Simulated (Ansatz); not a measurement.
# TeHO− (SMILES [O-][TeH]): single points off equilibrium

One table from this session's results is given with a row withheld; the runs are named, their logs left out.

The runs use Ansatz 0.2.0, Gaussian basis; single points in def2-TZVPPD.

Cores are frozen in the correlated methods. Filled d shells of the heavier atoms are correlated. Core potentials replace the inner electrons past krypton, and spin-orbit coupling is left out.

1 further run of the same task is left out (it didn't finish).

## The system as given

SMILES `[O-][TeH]`, 3 atoms, charge -1, spin multiplicity 1.

Atoms are counted from 1 here; the program's logs count them from 0.

Bond lengths: O1–Te2 1.905 Å, Te2–H3 1.636 Å. Angles: O1–Te2–H3 102.3°.

As a file:

```xyz
3
charge -1, multiplicity 1
O     0.22931    1.47849    0.28967
Te   -0.67337   -0.06226   -0.37464
H     0.34538   -1.27042    0.04731
```

Set-up of the first run:

run/in.yaml

```yaml
crystal:
  periodic: [false, false, false]
  atoms:
    - {symbol: O, position_ang: [0.229313, 1.478493, 0.289672]}
    - {symbol: Te, position_ang: [-0.673372, -0.062257, -0.374642]}
    - {symbol: H, position_ang: [0.345381, -1.270416, 0.047308]}
basis:
  gaussian: {orbitals: "def2-TZVPPD.json"}
total_charge: -1
hamiltonian: {xc: pbe, dispersion: d4}
output: {forces: true}
```

The basis file named in the input lies beside it (Basis Set Exchange, JSON).

Launch:

```console
$ ansatz run in.yaml --threads 2 --pin off --events-out ev --progress --plain --max-ram 3481MiB
```

Among the steps run: PBE-D4/def2-TZVPPD; r2SCAN-D4/def2-TZVPPD; PBE0-D4/def2-TZVPPD; wB97M-V/def2-TZVPPD; CCSD(T)/def2-TZVPPD.

One table of the session follows, with a row left open; its other results are not shown here.

| method | RMS force component (eV/Å) | angle to CCSD(T) forces (°) |
| --- | --- | --- |
| PBE-D4 | 0.647 | 14.7 |
| r2SCAN-D4 | 0.580 | 4.8 |
| PBE0-D4 | ? | ? |
| wB97M-V | 0.502 | 16.6 |
| CCSD(T) | 0.433 | reference |

Estimate the missing values for PBE0-D4.

**Answer.** RMS force component (eV/Å): 0.593; angle to CCSD(T) forces (°): 15.7. In the column «RMS force component (eV/Å)» it lies between r2SCAN-D4 (0.580) and PBE-D4 (0.647).

To keep in mind: The anion's highest level is positive in at least one run, so there the basis alone may hold the extra electron.
